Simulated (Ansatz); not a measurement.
# CAM-B3LYP/def2-SVPD run of SiHCl3 (trichlorosilane)

What is the electronic atomisation energy of SiHCl3 (trichlorosilane) at CAM-B3LYP/def2-SVPD? 

Program for the calculation: Ansatz 0.2.0.

44 further runs of the same task are left out: 2 that didn't finish, 42 set aside as unsound or not needed.

### Step 1. The structure to begin with

The species is SiHCl3 (5 atoms), meant as a singlet with charge 0. As SMILES, `Cl[SiH](Cl)Cl`. The coordinates come from a PBE0-D4/def2-TZVP relaxation.

Bond lengths: Cl1–Si2 2.030 Å, Si2–Cl3 2.030 Å, Si2–Cl4 2.030 Å, Si2–H5 1.469 Å. Angles: Cl1–Si2–Cl3 109.5°, Cl1–Si2–Cl4 109.5°, Cl3–Si2–Cl4 109.5°, Cl1–Si2–H5 109.5°, Cl3–Si2–H5 109.4°, Cl4–Si2–H5 109.4°.

### Step 2. A single-point energy at CAM-B3LYP/def2-SVPD

Contents of job.yaml:

```yaml
crystal:
  periodic: [false, false, false]
  atoms:
    - {symbol: Cl, position_ang: [1.690930, -0.571430, 0.891880]}
    - {symbol: Si, position_ang: [-0.081300, -0.012690, 0.075440]}
    - {symbol: Cl, position_ang: [0.017700, 1.933700, -0.491290]}
    - {symbol: Cl, position_ang: [-0.476020, -1.170520, -1.544190]}
    - {symbol: H, position_ang: [-1.151310, -0.179060, 1.068150]}
basis:
  gaussian:
    orbitals: def2-SVPD
hamiltonian:
  xc: {name: CAM-B3LYP}
output: {orbitals: {seedname: orbitals}}
accuracy: high
```

The run is started by

```sh
$ ansatz run job.yaml --threads 1 --pin off --max-ram 3480MiB --events-out events.jsonl --progress --plain --runs-dir runs
```

The program printed:

```text
Warning: RAYON_NUM_THREADS=1 ignored (pool sized by the plan → 1); use --threads N
Functional definition: CAM-B3LYP
  name "CAM-B3LYP"
  parameter alpha = 0.19
  parameter beta = 0.46
  parameter omega = 0.33/bohr
  parameter ac = 0.81
  exchange = (1 - alpha - beta)*b88_x + beta*b88_x_sr(omega) + alpha*exact_x + beta*exact_x_lr(omega)
  correlation = (1 - ac)*vwn5_c + ac*lyp_c
2081 factors; integrals over basis functions are off by at most 3.4e-9 eV
588 factors; integrals over basis functions are off by at most 1.6e-9 eV
mean field evaluation 1: about -45452.3006 eV, gradient 1.9e1 eV
mean field evaluation 2: about -45452.4515 eV, gradient 1.8e1 eV
mean field evaluation 4: about -45453.2557 eV, gradient 4.2e-1 eV
mean field evaluation 8: about -45453.3608 eV, gradient 1.6e-2 eV
mean field evaluation 16: about -45453.3608 eV, gradient 1.2e-6 eV
mean field -45453.36082873 eV, -1670.3802010613 hartree, gradient 7.4e-8 eV, S^2 0.000000; 0 other end points of the search recorded, 0 dependent functions left out
reference -45453.36084555 eV, -1670.3802016794 hartree; 33, 33 occupied and 80, 80 virtual orbitals, 2081 factors
Total energy: -45453.36084555 eV, -1670.3802016794 hartree
```

Run time: 6.9 s. Hardware: 1 thread of Intel Xeon 6975P-C (Granite Rapids), shared host; peak memory 0.53 GiB.

### Step 3. The Cl atom at the same level

Contents of run.yaml:

```yaml
crystal:
  periodic: [false, false, false]
  atoms:
    - {symbol: Cl, position_ang: [0.000000, 0.000000, 0.000000]}
basis:
  gaussian: {orbitals: def2-SVPD}
magnetization: {spin_polarized: true, initial_magnetization: 1}
hamiltonian: {xc: {name: CAM-B3LYP}}
accuracy: high
```

Run the same way, it converges to -460.01481 Eh (log not shown).

### Step 4. The H atom, same level

Contents of in.yaml:

```yaml
crystal:
  periodic: [false, false, false]
  atoms:
    - {symbol: H, position_ang: [0.000000, 0.000000, 0.000000]}
basis:
  gaussian:
    orbitals: def2-SVPD
accuracy: high
magnetization:
  spin_polarized: true
  initial_magnetization: 1
hamiltonian:
  xc: {name: CAM-B3LYP}
```

The run is started by

```sh
$ ansatz run in.yaml --threads 1 --pin off --max-ram 3480MiB --events-out events.jsonl --progress --plain --runs-dir runs
```

The program printed:

```text
Warning: RAYON_NUM_THREADS=1 ignored (pool sized by the plan → 1); use --threads N
[... 8 set-up lines as earlier in the session ...]
33 factors; integrals over basis functions are off by at most 4.9e-10 eV
32 factors; integrals over basis functions are off by at most 5.1e-10 eV
mean field evaluation 1: about -13.5418 eV, gradient 7.2e-1 eV
mean field evaluation 2: about -13.5482 eV, gradient 1.2e-1 eV
mean field evaluation 4: about -13.5484 eV, gradient 1.3e-4 eV
mean field evaluation 8: about -13.5484 eV, gradient 4.7e-8 eV
mean field -13.54840926 eV, -0.4978948570 hartree, gradient 4.7e-8 eV, S^2 0.750000; 0 other end points of the search recorded, 0 dependent functions left out
reference -13.54841854 eV, -0.4978951979 hartree; 1, 0 occupied and 7, 8 virtual orbitals, 33 factors
Total energy: -13.54841854 eV, -0.4978951979 hartree
```

Run time: 0.1 s. Hardware: 1 thread of Intel Xeon 6975P-C (Granite Rapids), shared host.

### Step 5. The Si atom at the same level

Contents of run.yaml:

```yaml
crystal:
  periodic: [false, false, false]
  atoms:
    - {symbol: Si, position_ang: [0.000000, 0.000000, 0.000000]}
basis:
  gaussian: {orbitals: def2-SVPD}
magnetization: {spin_polarized: true, initial_magnetization: 2}
hamiltonian: {xc: {name: CAM-B3LYP}}
accuracy: high
```

Run the same way, it converges to -289.27934 Eh (log not shown).

### Step 6. Results

Level: CAM-B3LYP/def2-SVPD.

| quantity | value |
| --- | --- |
| molecule: total energy | -1670.38020 Eh |
| molecule: HOMO energy | -10.83 eV |
| molecule: LUMO energy | 0.60 eV |
| molecule: HOMO–LUMO gap | 11.44 eV |
| Cl atom: total energy | -460.01481 Eh |
| Cl atom: ⟨S²⟩ | 0.752 |
| H atom: total energy | -0.49790 Eh |
| H atom: ⟨S²⟩ | 0.750 |
| Si atom: total energy | -289.27934 Eh |
| Si atom: ⟨S²⟩ | 2.004 |
| electronic atomisation energy | 15.199 eV |

What this shows: Taking the molecule apart into free atoms costs 15.20 eV (350 kcal/mol), before zero-point energy and without spin-orbit coupling.
